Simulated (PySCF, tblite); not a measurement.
# C₄H₁₆BNSi₂: geometry, infrared bands and NMR shifts

Aim: predict the infrared bands and NMR shifts of C₄H₁₆BNSi₂ (`B[C@@](C)(N[SiH3])[SiH2]CC`).

Programs: tblite 0.8.0 and PySCF 2.14.0, with density-fitted response routines of our own. Each step states its level of theory. These are calculated values for one molecule in the gas phase, unless marked as measured. Atoms count from 0, in the outputs and in this text.

## (1) The molecule as given

24 atoms, charge 0, multiplicity 1; geometry from: force field or distance geometry start.

Bonds of the start (Å): B0–C1 1.61, C1–C2 1.54, C1–N3 1.48, N3–Si4 1.81, C1–Si5 1.89, Si5–C6 1.88, C6–C7 1.53, B0–H8 1.18, B0–H9 1.19, C2–H10 1.10, C2–H11 1.11, C2–H12 1.13, N3–H13 1.05, Si4–H14 1.47, Si4–H15 1.47, Si4–H16 1.47, Si5–H17 1.47, Si5–H18 1.48, C6–H19 1.12, C6–H20 1.11, C7–H21 1.10, C7–H22 1.12, C7–H23 1.12.

## (2) Relaxing the molecule with GFN2-xTB

The job: settings as JSON, then the geometry in Å.

```
{"job": {"kind": "relax", "xc": "GFN2-xTB", "basis": "xTB"}, "charge": 0, "multiplicity": 1}
B     -1.171000     0.418500     1.484300
C     -0.782500    -0.355100     0.129100
C     -1.544800    -1.691800     0.025600
N     -0.952100     0.506500    -1.062400
Si    -2.653400     0.994900    -1.419800
Si     1.053000    -0.767100     0.297500
C      2.092600     0.801500     0.268000
C      3.582600     0.472000     0.342200
H     -0.690100     1.467400     1.731800
H     -2.018200    -0.008000     2.208800
H     -1.299900    -2.374400     0.858800
H     -1.312000    -2.201600    -0.932100
H     -2.656100    -1.519700     0.068200
H     -0.603300    -0.014400    -1.901700
H     -3.293000     1.593000    -0.237700
H     -2.637000     2.001800    -2.488700
H     -3.425000    -0.162500    -1.884600
H      1.457500    -1.623000    -0.830100
H      1.299800    -1.492600     1.560200
H      1.820200     1.434800     1.145400
H      1.873300     1.361800    -0.660000
H      4.165500     1.410200     0.321100
H      3.815200    -0.071100     1.289700
H      3.866700    -0.161200    -0.534700
```

The run is started by

```console
OMP_NUM_THREADS=1 python probes_run.py task.json out
```

The driver reads the jobs from task.json and runs them one after another.

**Question.** This job is followed by: GFN2-xTB harmonic vibrations, gas phase; GIAO PBE0/pcSseg-1 NMR shielding, non-relativistic, gas phase. What will the session give for the following? strongest single infrared mode (GFN2-xTB); zero-point energy (GFN2-xTB); 13C shifts against TMS (PBE0/pcSseg-1); 1H shifts against TMS (PBE0/pcSseg-1, means over atoms taken as alike); 11B shifts against BF3·OEt2 (PBE0/pcSseg-1); 15N shifts against NH3 (PBE0/pcSseg-1); 29Si shifts against TMS (PBE0/pcSseg-1).

The runs gave:

```
                                                              quantity                                                     value
                             strongest single infrared mode (GFN2-xTB)                                     2177 cm⁻¹, 387 km/mol
                                          zero-point energy (GFN2-xTB)                                            117.0 kcal/mol
                                13C shifts against TMS (PBE0/pcSseg-1)                                 79.2, 30.6, 12.0, 5.5 ppm
1H shifts against TMS (PBE0/pcSseg-1, means over atoms taken as alike)  6.90, 4.79, 4.52, 3.57, 1.84, 1.34, 1.06, 0.64, 0.31 ppm
                           11B shifts against BF3·OEt2 (PBE0/pcSseg-1)                                                  67.0 ppm
                                15N shifts against NH3 (PBE0/pcSseg-1)                                                  51.2 ppm
                               29Si shifts against TMS (PBE0/pcSseg-1)                                          -26.0, -59.3 ppm
```

**Reading.** Over 211 steps the energy fell by 0.563 eV; of the close pairs, N3–Si4 changed most, 1.806 to 1.712 Å. No mode is imaginary among the 66: a minimum at this level. The strongest single mode, at 2177 cm⁻¹, moves mainly H14. Unscaled tight-binding wavenumbers are off by several per cent, some by more. Its intensities can rank the bands wrongly. At PBE0/pcSseg-1: The widest tensor belongs to B0: span 170 ppm, with a paramagnetic part of -165 ppm.
